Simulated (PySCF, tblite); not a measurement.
**CH10Al2ClNO2Si2, a small molecule taken as a stand-in for a surface group (aluminium on silica): infrared bands, NMR shifts and core binding energies**

Wanted: the infrared bands, NMR shifts and core binding energies for `[CH3][Al]([Cl])[NH][Al]([O][SiH3])[O][SiH3]`.

Computed with tblite 0.8.0 and PySCF 2.14.0; each step states its level. No surroundings beyond the atoms listed, unless a continuum is named. Atoms count from 0, parts from 1.

## 1. The system as given

19 atoms, charge 0, multiplicity 1; geometry: distance geometry start.

## 2. Relaxing the cluster with GFN2-xTB

Job settings and geometry (Å):

```
{"job": {"kind": "relax", "xc": "GFN2-xTB", "basis": "xTB"}, "charge": 0, "multiplicity": 1}
Si    -1.598991    -2.544314     1.182578
O     -1.667590    -0.796948     0.973183
Al    -1.190747     0.111364    -0.595474
O      0.585802    -0.044618    -1.120835
Si     1.924166     0.894663    -0.413740
N     -2.010648     1.846392    -0.865709
Al    -0.940103     3.360810    -0.395950
C     -0.106371     3.324825     1.362384
Cl     0.350191     4.191285    -2.043954
H     -2.771959    -2.963158     1.924549
H     -1.625775    -3.161226    -0.088046
H     -0.444103    -2.888413     1.895105
H      1.797940     0.923375     1.018475
H      3.170920     0.253314    -0.759210
H      1.897902     2.219932    -0.912328
H     -3.001900     1.896603    -0.625265
H     -0.838568     3.169238     2.076884
H      0.564860     2.493757     1.439266
H      0.384116     4.216819     1.556937
```

Level: GFN2-xTB geometry optimisation, gas phase.

Launch:

```sh
$ OMP_NUM_THREADS=1 python cluster_run.py task.json out
```

One launch serves the whole session: the jobs run in the order shown.

**Question.** The jobs that follow are: GFN2-xTB harmonic vibrations, gas phase; GIAO PBE0/pcSseg-1 NMR shielding, non-relativistic, gas phase; delta-SCF UKS SCAN, pcX-2 on the ionised atom, pcseg-1 elsewhere, spin-free X2C; GIAO PBE0/cc-pVDZ NMR shielding, non-relativistic, IEF-PCM chloroform. Predict: strongest single infrared mode (GFN2-xTB); 13C shifts against TMS (PBE0/pcSseg-1); 1H shifts against TMS (PBE0/pcSseg-1); 29Si shifts against TMS (PBE0/pcSseg-1); 17O shifts against H2O (PBE0/pcSseg-1); 27Al shifts against AlH4- (PBE0/pcSseg-1); 15N shifts against NH3 (PBE0/pcSseg-1); O1s binding energies, SCAN/pcX-2; Al2p binding energies, SCAN/pcX-2 (standing for 1 of 2 atoms).

As calculated:

| quantity | value |
| --- | --- |
| strongest single infrared mode (GFN2-xTB) | 791 cm⁻¹ |
| 13C shifts against TMS (PBE0/pcSseg-1) | -9.4 ppm |
| 1H shifts against TMS (PBE0/pcSseg-1) | 5.36, 5.36, 5.35, 5.24, 5.12, 5.05, 1.11, -0.28, -0.30, -0.57 ppm |
| 29Si shifts against TMS (PBE0/pcSseg-1) | -34.1, -36.4 ppm |
| 17O shifts against H2O (PBE0/pcSseg-1) | 42.4, 19.9 ppm |
| 27Al shifts against AlH4- (PBE0/pcSseg-1) | 66.2, 22.2 ppm |
| 15N shifts against NH3 (PBE0/pcSseg-1) | 35.2 ppm |
| O1s binding energies, SCAN/pcX-2 | O3 538.39, O1 537.82 eV |
| Al2p binding energies, SCAN/pcX-2 (standing for 1 of 2 atoms) | Al2 81.05 eV |
| range of the shielding of Si4 | 383.3 to 447.5 ppm |

At GFN2-xTB the lowest mode is imaginary (19i cm⁻¹), so the geometry is not a minimum there. O3 binds its O1s electron 0.57 eV more tightly than O1 (oxygen bonded to Al, Si). Across the 2 runs the shielding of Si4 moves most, between 383.3 (PBE0/pcSseg-1) and 447.5 ppm (PBE0/cc-pVDZ in chloroform). A capped cluster stands for the solid here, so long-range fields and strain are missing, and bands or shifts of the capping hydrogens have no counterpart in it.
